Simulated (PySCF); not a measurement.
**A diatomic session: KF**

An exercise on one series of results from a longer session: the logs are not shown, and one member is left open.

Program: PySCF 2.14.0. Level of theory: K x2c-TZVPPall, F x2c-TZVPPall, spin-free X2C with a Gaussian nucleus. These are calculated values, not measurements.

The first run:

Settings of the job:

| Property | Result |
| --- | --- |
| atoms | K, F |
| charge | 0 |
| basis | K x2c-TZVPPall, F x2c-TZVPPall |
| Hamiltonian | spin-free X2C with a Gaussian nucleus |
| basis functions | 64 |
| electrons treated | 28 |
| masses in u | 38.9637, 18.9984 |
| levels | PBE0, PBE, r²SCAN, M06-2X, M06, BP86, LDA, CAM-B3LYP, HF, MP2, SCS-MP2, CCSD, CCSD(T) |
| grid | 80 radial by 434 angular points |
| occupations | held fixed by the projection of orbital angular momentum |
| dissociation limit | K + F, each in its ground configuration |
| starting distance in angstrom | 2.560 |
| values of 2S to try | 0, 2 |

Command:

```console
$ OMP_NUM_THREADS=1 python dia.py task.json out
```

Among the steps run: Input; First curve: PBE0; Other states along the same grid; PBE; r²SCAN (meta-GGA); M06-2X; M06; BP86 (GGA); LDA; CAM-B3LYP; RHF (mean field); Correlated methods on the Hartree–Fock reference.

One of the session's tables, all rows but one given; the rest of the session is left out.

It belongs to the step «The curves together». Energy (eV) from each level's lowest point:

```
R (Å)    RHF  RHF-MP2  RHF-SCS-MP2  RHF-CCSD  RHF-CCSD(T)
1.887  0.763    0.732        0.753       n/a          n/a
1.975  0.360    0.344        0.358     0.348        0.346
2.062  0.128    0.122        0.129     0.123        0.122
2.128  0.038    0.035        0.038     0.035        0.035
2.194  0.000    0.000        0.000     0.000        0.000
2.260  0.003    0.005        0.002     0.005        0.005
2.348  0.054    0.057        0.051     0.057        0.057
2.457      ?        ?            ?         ?            ?
2.589  0.350    0.356        0.345     0.358        0.358
2.764  0.627    0.636        0.622       n/a          n/a
```

**Question.** Estimate the row for R (Å) = 2.457.

Worked estimate for «RHF». A straight line through the neighbours (2.348, 0.054) and (2.589, 0.350) gives 0.054 + (0.350 − 0.054) × (2.457 − 2.348) / (2.589 − 2.348) = 0.188; a parabola fitted to 4 rows on both sides gives 0.174.

**Answer.** RHF: 0.168; RHF-MP2: 0.172; RHF-SCS-MP2: 0.164; RHF-CCSD: 0.174; RHF-CCSD(T): 0.174. In «RHF» the line misses by +0.020 and the parabola by +0.006.
